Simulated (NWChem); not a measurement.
**wB97X/def2-SVP run of C3H7F (2-fluoropropane)**

What is the electronic atomisation energy of C3H7F (2-fluoropropane) at wB97X/def2-SVP? 

The results are computed with NWChem 7.3.0.

4 further runs of the same task are left out: 1 that didn't finish, 3 set aside as unsound or not needed.

### 1 The structure to begin with

The species is C3H7F (11 atoms), meant as a singlet with charge 0. SMILES: `CC(C)F`. The shape is that of a PBE0-D4/def2-TZVP optimisation.

Bond lengths: C1–C2 1.508 Å, C2–C3 1.508 Å, C2–F4 1.396 Å, C1–H5 1.091 Å, C1–H6 1.092 Å, C1–H7 1.092 Å, C2–H8 1.096 Å, C3–H9 1.092 Å, C3–H10 1.091 Å, C3–H11 1.092 Å. Some angles: C1–C2–C3 113.9°, C1–C2–F4 108.3°, C3–C2–F4 108.3°, C1–C2–H8 110.1°, C3–C2–H8 110.1°, F4–C2–H8 105.9°, C2–C1–H5 110.6°, C2–C1–H6 110.3°, C2–C1–H7 110.4°, C2–C3–H9 110.4°.

### 2 The energy at wB97X/def2-SVP (run 1)

sp.nw

```
start sp
title "C3H7F"
memory total 2200 mb

geometry units angstroms noautosym nocenter noautoz
C       -0.234500       1.045100      -0.703000
C       -0.479600      -0.306600      -0.081300
C        0.626400      -0.766200       0.834700
F       -0.614100      -1.242400      -1.108400
H       -1.041900       1.303400      -1.390000
H       -0.180600       1.814100       0.071000
H        0.707700       1.043900      -1.256000
H       -1.436600      -0.307200       0.453700
H        1.578500      -0.788700       0.299400
H        0.417300      -1.766700       1.216600
H        0.722800      -0.085600       1.683800
end

basis spherical bse
C library def2-SVP
F library def2-SVP
H library def2-SVP
end

dft
xc wb97x
grid lebedev 35 6
convergence energy 1e-08
maxiter 100
mulliken
print low
end

task dft energy
```

Started as:

```sh
$ nwchem sp.nw > sp.out
```

Log (excerpt; [...] marks lines left out):

```text
[...]
 d= 0,ls=0.0,diis     1   -218.1061827021 -3.51D+02  8.66D-03  4.61D-01     3.9
[...]
 d= 0,ls=0.0,diis     8   -218.1626404462 -4.22D-09  1.17D-06  2.55D-09    32.2
         Total DFT energy =     -218.162640446244
      One electron energy =     -561.158461165383
           Coulomb energy =      239.242843640565
    Exchange-Corr. energy =      -29.305631773850
 Nuclear repulsion energy =      133.058608852424
[...]
      Total Density - Mulliken Population Analysis
     ---------------------------------------------
    Atom       Charge   Shell Charges
 -----------   ------   -------------------------------------------------------
    1 C    6     6.04   1.99  0.89  0.13  2.14  0.87  0.03
    2 C    6     5.86   1.99  0.92  0.18  2.01  0.68  0.08
    3 C    6     6.04   1.99  0.89  0.13  2.14  0.87  0.03
    4 F    9     9.29   1.99  1.13  0.79  3.34  2.03  0.01
    5 H    1     0.96   0.74  0.19  0.02
    6 H    1     0.97   0.74  0.21  0.02
    7 H    1     0.97   0.74  0.20  0.02
    8 H    1     0.99   0.77  0.20  0.02
    9 H    1     0.97   0.74  0.20  0.02
   10 H    1     0.96   0.74  0.19  0.02
[...]
```

It took 33 s on 1 thread of Intel Xeon Platinum 8488C (Sapphire Rapids), shared host; peak memory 0.11 GiB.

### 3 The C atom at the same level (run 2)

c.nw

```
start c
title "C energy"
memory 2200 mb

geometry units angstroms noautosym nocenter noautoz
  C     0.000000    0.000000    0.000000
end

basis spherical bse
  C library def2-SVP
end

dft
  xc wb97x
  mult 3
  grid lebedev 35 6
  convergence energy 1e-08
  maxiter 100
  mulliken
  noprint "final vectors analysis"
end

task dft energy
```

Run the same way, it converges to -37.80174 Eh (log not shown).

Run 3 isn't shown in full; the table further down has it.

### 4 The H atom at the same level (run 4)

work.nw

```
echo
start work
memory 2200 mb

geometry noautosym nocenter noautoz
 H        0.000000       0.000000       0.000000
end

basis spherical bse
 * library def2-SVP
end

dft
 xc wb97x
 mult 2
 grid lebedev 35 6
 convergence energy 1e-08
 maxiter 100
 mulliken
 noprint "final vectors analysis"
end

task dft energy
```

Started as:

```sh
$ nwchem work.nw > work.out
```

Log (excerpt; [...] marks lines left out):

```text
[...]
          Wavefunction type:  spin polarized.
          No. of atoms     :     1
          No. of electrons :     1
[...]
          Charge           :     0
          Spin multiplicity:     2
[...]
          AO basis - number of functions:     5
[...]
              XC Information
              --------------
                       wb97x  Method XC Functional
                     Hartree-Fock (Exact) Exchange  1.000
                         wb97x Exchange Functional  1.000
                      wb97x Correlation Functional  1.000
[...]
 d= 0,ls=0.0,diis     1     -0.5005903371 -5.01D-01  1.26D-03  1.88D-05     0.0
[...]
  Singularity in Pulay matrix. Error and Fock matrices removed.
 d= 0,ls=0.0,diis     3     -0.5006036030 -8.60D-07  5.19D-08  1.79D-14     0.1
[...]
  Singularity in Pulay matrix. Error and Fock matrices removed.
 d= 0,ls=0.0,diis     4     -0.5006036030 -1.19D-14  2.06D-13  2.80D-25     0.1
[...]
         Total DFT energy =       -0.500603603045
      One electron energy =       -0.499265665807
           Coulomb energy =        0.311056230582
    Exchange-Corr. energy =       -0.312394167820
 Nuclear repulsion energy =        0.000000000000
[...]
      Total Density - Mulliken Population Analysis
     ---------------------------------------------
    Atom       Charge   Shell Charges
 -----------   ------   -------------------------------------------------------
    1 H    1     1.00   0.54  0.46  0.00
     --------------------------------------------
      Spin Density - Mulliken Population Analysis
     --------------------------------------------
    Atom       Charge   Shell Charges
 -----------   ------   -------------------------------------------------------
    1 H    1     1.00   0.54  0.46  0.00
[...]
      <S2> =      0.7500 (Exact =     0.7500)
[...]
```

Run time: 0.58 s. Hardware: 1 thread of Intel Xeon Platinum 8488C (Sapphire Rapids), shared host; peak memory 0.1 GiB.

### 5 The series

```csv
run,level,partner,energy (Eh),wall time
1,wB97X/def2-SVP,base,-218.162640,33 s
2,U-wB97X/def2-SVP,atoms,-37.801741,0.66 s
3,U-wB97X/def2-SVP,atoms,-99.618823,0.66 s
4,U-wB97X/def2-SVP,atoms,-0.500604,0.58 s
```

### 6 Summary of results

Level: wB97X/def2-SVP.

| quantity | value |
| --- | --- |
| H atom: total energy | -0.50060 Eh |
| H atom: ⟨S²⟩ | 0.750 |
| electronic atomisation energy | 44.473 eV |

Taking the molecule apart into free atoms costs 44.47 eV (4291 kJ/mol), before zero-point energy and without spin-orbit coupling. All runs together took 35 s, the longest 33 s.
